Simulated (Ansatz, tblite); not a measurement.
NaSnBr₃: GFN1-xTB, run from Python

These are simulated results from tblite 0.8.0, not measurements. The cell was built from a prototype and was relaxed with r2SCAN in plane waves (Ansatz 0.2.0). It may be hypothetical. All runs are without spin polarisation.

Space group Pm-3m (No. 221), cubic; conventional cell a = 5.798 Å, 38.98 Å³ an atom. Na is surrounded by 12 Br at 4.10 Å; Sn is surrounded by 6 Br at 2.90 Å; Br is surrounded by 2 Sn at 2.90 Å and 4 Na at 4.10 Å.

tblite solves periodic systems at the zone centre alone, so the script builds a cluster of 2×2×2 conventional cells (40 atoms), which folds in a coarse mesh of k points.

The script, run.py:

```python
import json
from ase import Atoms
from ase.build import make_supercell
from ase.units import Bohr, GPa, Hartree
from tblite.interface import Calculator

atoms = Atoms(['Na', 'Sn', 'Br', 'Br', 'Br'],
              cell=[[5.79812001, 0.0, 0.0], [0.0, 5.79812001, 0.0], [0.0, 0.0, 5.79812001]],
              scaled_positions=[[0.0, 0.0, 0.0], [0.5, 0.5, 0.5], [0.5, 0.5, 0.0], [0.5, 0.0, 0.5], [0.0, 0.5, 0.5]],
              pbc=True)
cluster = make_supercell(atoms, [[2, 0, 0], [0, 2, 0], [0, 0, 2]])
calc = Calculator('GFN1-xTB', cluster.numbers, cluster.positions / Bohr, lattice=cluster.cell[:] / Bohr, periodic=cluster.pbc)
calc.set('temperature', 0.02 / Hartree)
calc.set('max-iter', 150)
res = calc.singlepoint()
levels = res.get('orbital-energies') * Hartree
nv = round(res.get('orbital-occupations').sum() / 2)
cells = len(cluster) // len(atoms)
out = {'energy_per_cell': res.get('energy') * Hartree / cells, 'homo': levels[nv - 1], 'lumo': levels[nv],
       'stress': (-res.get('virial') * Hartree / cluster.get_volume() / GPa).tolist(), 'charges': res.get('charges')[:len(atoms)].tolist(), 'electrons': 2 * nv / cells}
json.dump(out, open('results.json', 'w'))
for key, value in out.items():
    print(key, value)
```

Command: `python run.py`. It took 2.1 s on 1 thread of Arm Neoverse V1, with other jobs on the host, peak memory 0.1 GiB.

The log:

```
------------------------------------------------------------
  cycle        total energy    energy error   density error
------------------------------------------------------------
      1     -115.8169840881  -1.1565087E+02   4.9773668E-01
      2     -116.9829000149  -1.1659159E+00   2.5172258E-01
      3     -117.3440432225  -3.6114321E-01   1.7217057E-01
      4     -117.4425928622  -9.8549640E-02   2.6533468E-02
      5     -117.4261568429   1.6436019E-02   3.8306166E-02
      6     -117.4591775541  -3.3020711E-02   5.3659641E-03
      7     -117.4598389523  -6.6139821E-04   1.7664850E-03
      8     -117.4599203513  -8.1399018E-05   5.0341851E-05
      9     -117.4599203617  -1.0408300E-08   4.0418793E-05
     10     -117.4599203971  -3.5332988E-08   2.0254191E-06
------------------------------------------------------------

 total:                                   1.329 sec
energy_per_cell -399.53090453947755
homo -8.350475530499052
lumo -7.576219441639941
stress [[-1.7901909403580338, -1.4812013837869956e-06, -1.481201383588681e-06], [-1.4812013838152838e-06, -1.790190940357996, -1.4812013787551568e-06], [-1.4812013836124427e-06, -1.481201378744835e-06, -1.790190940358027]]
charges [0.3591426981159764, 0.28331285742272516, -0.21414206214500978, -0.21414206214501372, -0.21414206214501313]
electrons 26.0
```

The cycle table is in hartree for the whole cluster, and the lines after it are in eV (the energy for one cell). The printed stress is in GPa and positive in compression, and the pressure is its mean diagonal.

GFN1-xTB gives a gap of 0.77 eV. On the same cell, plane-wave PBE (Ansatz, 4×4×4 k points and the special points) gives a gap of 0.42 eV and r2SCAN a gap of 0.59 eV; on shared hosts these took about 6.3 and 18 core-seconds on the 5-atom cell, against 2 for the script. Spin-orbit coupling, left out in all these runs, can cut or reorder the gap by tenths of an eV, up to about 1 eV with Pb or Bi. xTB was fitted to molecules, so gaps, charges and pressures of solids can be far off, and the gap also depends on the size of the cluster.

The same script was run on cells scaled at fixed shape and fractional coordinates:

| volume (Å³/atom) | energy (meV/atom) | pressure (GPa, positive in compression) | gap (eV) |
| --- | --- | --- | --- |
| 34.31 | 4.8 | 2.06 | 0.02 |
| 36.65 | -13.3 | 0.12 | 0.36 |
| 38.98 | 0.0 | -1.79 | 0.77 |
| 41.32 | 35.9 | -3.07 | 1.07 |
| 43.66 | 89.1 | -4.24 | 1.28 |

A Birch-Murnaghan fit puts the minimum at 36.71 Å³/atom, 5.8 % below the given cell, with a bulk modulus of 32.9 GPa at fixed shape.

xTB was fitted mostly to molecules, and a small cluster samples few k points, so gaps, pressures and kinks along a curve can be far from a solid's.

Spin-orbit coupling is left out, which matters wherever the heavy atoms make up the band edges.
